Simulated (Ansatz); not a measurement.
# GaH₃O₂: small, medium and large basis sets

One table from this session's results is given with a row withheld; the runs are named, their logs left out.

Computed with Ansatz 0.2.0, Gaussian basis. Level: one geometry, several basis sets.

The runs, in order: PBE0-D4/def2-SVP; ωB97M-V/def2-SVP; PBE0-D4/def2-QZVPP; ωB97M-V/def2-QZVPP; the functionals' def2-TZVPP values are taken from earlier runs.

## Structure used throughout

An earlier PBE0-D4 in a triple-zeta def2 set relaxation fixed the geometry.

SMILES `[OH][GaH][OH]`, 6 atoms, charge 0, spin multiplicity 1.

Atoms are counted from 1 here; the program's logs count them from 0.

Bond lengths: O1–Ga2 1.786 Å, O1–H4 0.959 Å, Ga2–O3 1.777 Å, Ga2–H5 1.547 Å, O3–H6 0.960 Å. Angles: Ga2–O1–H4 115.0°, O1–Ga2–O3 112.5°, O1–Ga2–H5 125.8°, O3–Ga2–H5 121.7°, Ga2–O3–H6 112.6°.

The first run:

File in.yaml:

```yaml
crystal:
  periodic: [false, false, false]
  atoms:
    - {symbol: O, position_ang: [-1.213195, -0.662196, -0.331643]}
    - {symbol: Ga, position_ang: [0.192712, 0.428520, -0.177701]}
    - {symbol: O, position_ang: [1.374539, -0.148614, 1.016596]}
    - {symbol: H, position_ang: [-1.873657, -0.383326, -0.968289]}
    - {symbol: H, position_ang: [0.410218, 1.739877, -0.968360]}
    - {symbol: H, position_ang: [1.109383, -0.974271, 1.429398]}
basis:
  gaussian: {orbitals: def2-SVP}
hamiltonian: {xc: pbe0, dispersion: d4}
output: {orbitals: {seedname: orbitals}}
```

The run is started by

```bash
ansatz run in.yaml --threads 4 --pin off --events-out ev --progress --plain --max-ram 10444MiB
```

Steps of the session up to this table: PBE0-D4 in def2-SVP; ωB97M-V in def2-SVP; PBE0-D4 in def2-QZVPP; ωB97M-V in def2-QZVPP.

One table of the session follows, with a row left open; its other results are not shown here.

It belongs to the step «Density functionals: the series». 

```
functional       basis  HOMO (eV)
   PBE0-D4    def2-SVP      -8.40
   PBE0-D4  def2-TZVPP      -8.68
   PBE0-D4  def2-QZVPP          ?
   ωB97M-V    def2-SVP     -10.84
   ωB97M-V  def2-TZVPP     -11.16
   ωB97M-V  def2-QZVPP     -11.23
```

**Question.** Estimate the row for PBE0-D4, def2-QZVPP.

The run gave: HOMO (eV): -8.75. In the column «HOMO (eV)» it lies between ωB97M-V, def2-SVP (-10.84) and PBE0-D4, def2-TZVPP (-8.68).
